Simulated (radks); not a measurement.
**Excited configurations of Fe**

One table from this session's results is given with a row withheld; the runs are named, their logs left out.

The numbers are computed with radks (a radial shooting solver on a logarithmic mesh, Libxc functionals) version 1 (non-relativistic Kohn-Sham, r2SCAN, spin-polarised, spherical densities, point nucleus; open shells are filled with parallel spins first), except any that are marked as measured or tabulated.

4 further runs of the same task are left out: 4 that didn't finish.

**Starting point**

```
element       : iron (Z = 26)
charge        : 0
electrons     : 26
configuration : [Ar] 3d6 4s2
```

Outer shells as boxes (Hund's rule):

Fe
```
[Ar] core
3d [↑↓][↑ ][↑ ][↑ ][↑ ]
4s [↑↓]
```

The first run:

The run's settings:

```text
Z 26
configuration [Ar] 3d6 4s2
relativity non-relativistic
functional r2scan,r2scan
spin polarised
nucleus point
```

Among the steps run: Ground configuration: [Ar] 3d6 4s2.

One table of the session follows, with a row left open; its other results are not shown here.

It belongs to the step «Ground configuration: [Ar] 3d6 4s2». From the orbitals of this run (lengths in bohr):

```
  level     <r>  outermost maximum (interpolated)  90 % within  nodes
  3s up  0.8178                             0.707         1.22      2
3s down  0.8218                             0.709         1.23      2
  3p up  0.8594                             0.716         1.32      1
3p down       ?                                 ?            ?      ?
  3d up   1.093                             0.709         1.90      0
  4s up   2.925                              2.39         4.44      3
4s down   3.193                              2.58         4.87      3
3d down   1.235                             0.723         2.25      0
```

**Question.** Estimate the row for 3p down.

**Answer.** <r>: 0.8664; outermost maximum (interpolated): 0.719; 90 % within: 1.34; nodes: 1. In the column «<r>» it lies between 3p up (0.8594) and 3d up (1.093).

Caveats from the session: Open shells are spherical and high-spin; term and fine-structure splittings are not resolved.
